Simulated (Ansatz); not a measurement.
This script for the Python package of Ansatz (0.2.0) starts 5 runs on AlBrH₂, SMILES [AlH2][Br]. What input does the engine get in each?

`albrh2.py`:
```python
"""One geometry of AlBrH2, method by method."""

from pathlib import Path

import ansatz as az
import numpy as np

SETTINGS = {
    "basis": "def2-SVP",
}

mol = (
    az.Crystal.molecule()
    .atom("Al", (-0.1204, -0.101, -0.0878))
    .atom("Br", (1.764, 0.559, 1.1252))
    .atom("H", (-0.6407, -1.5881, -0.1929))
    .atom("H", (-0.9475, 1.0699, -0.8648))
)

setup = mol.calculation()
setup = setup.basis(gaussian=SETTINGS["basis"])
setup = setup.scf(lower_state_search="off")

print("functional    E (Ha)        dipole (D)   HOMO (eV)  LUMO (eV)")
for name in ["lda", "lc_wpbe", "hf", "pbe", "blyp"]:
    rep = setup.functional(name).forces().orbitals().run(threads=1, runs_dir="runs").report
    lines = Path(rep["orbitals_path"]).read_text().splitlines()
    field_of = lambda key: [line.split("=")[1].strip() for line in lines if line.startswith(key)]
    orbitals = [(27.211386 * float(e), s, float(n)) for e, s, n in zip(field_of("Ene="), field_of("Spin="), field_of("Occup="))]
    homo = max(e for e, _, n in orbitals if n > 0.5)
    lumo = min(e for e, _, n in orbitals if n < 0.5)
    dipole = 4.803205 * np.linalg.norm(rep["charge_distribution"]["dipole_moment_e_ang"])
    print(f"{name:10s} {rep['free_energy_ev'] / 27.211386246:14.6f} {dipole:9.3f} {homo:11.3f} {lumo:10.3f}")
```

Run 1:
```yaml
crystal:
  periodic: [false, false, false]
  atoms:
    - { symbol: Al, position_ang: [-0.1204, -0.101, -0.0878] }
    - { symbol: Br, position_ang: [1.764, 0.559, 1.1252] }
    - { symbol: H, position_ang: [-0.6407, -1.5881, -0.1929] }
    - { symbol: H, position_ang: [-0.9475, 1.0699, -0.8648] }
basis:
  gaussian:
    orbitals: def2-SVP
hamiltonian:
  xc: lda
scf:
  lower_state_search: "off"
output:
  orbitals: {}
  forces: true
```

Run 2, against run 1:
```diff
-  xc: lda
+  xc: lc_wpbe
```

Run 3, against run 1:
```diff
-  xc: lda
+  xc: hf
```

Run 4, against run 1:
```diff
-  xc: lda
+  xc: pbe
```

Run 5, against run 1:
```diff
-  xc: lda
+  xc: blyp
```

Output of `python albrh2.py`:
```text
functional    E (Ha)        dipole (D)   HOMO (eV)  LUMO (eV)
lda          -2812.791731     1.088      -6.972     -2.798
lc_wpbe      -2816.999184     1.417     -10.884      0.185
hf           -2815.160717     1.496     -11.113      0.926
pbe          -2816.906456     1.042      -6.902     -2.570
blyp         -2817.459783     0.963      -6.699     -2.414
```

What to keep in mind:
- These settings explore the input space; basis and method may be short of convergence.
- The geometry is a force-field or estimated start, not a minimum of this method, and the basis set is short of its limit. A lower total doesn't mark the better method: functionals have no common bound, and MP2 and coupled cluster aren't variational.
- Levels such as HOMO and LUMO are orbital energies: with these approximate functionals they aren't the ionisation energy and electron affinity, and their gap isn't the fundamental gap.
- The whole script took 3.9 s on 1 thread of Arm Neoverse V1 (shared host), peak memory 0.17 GiB.
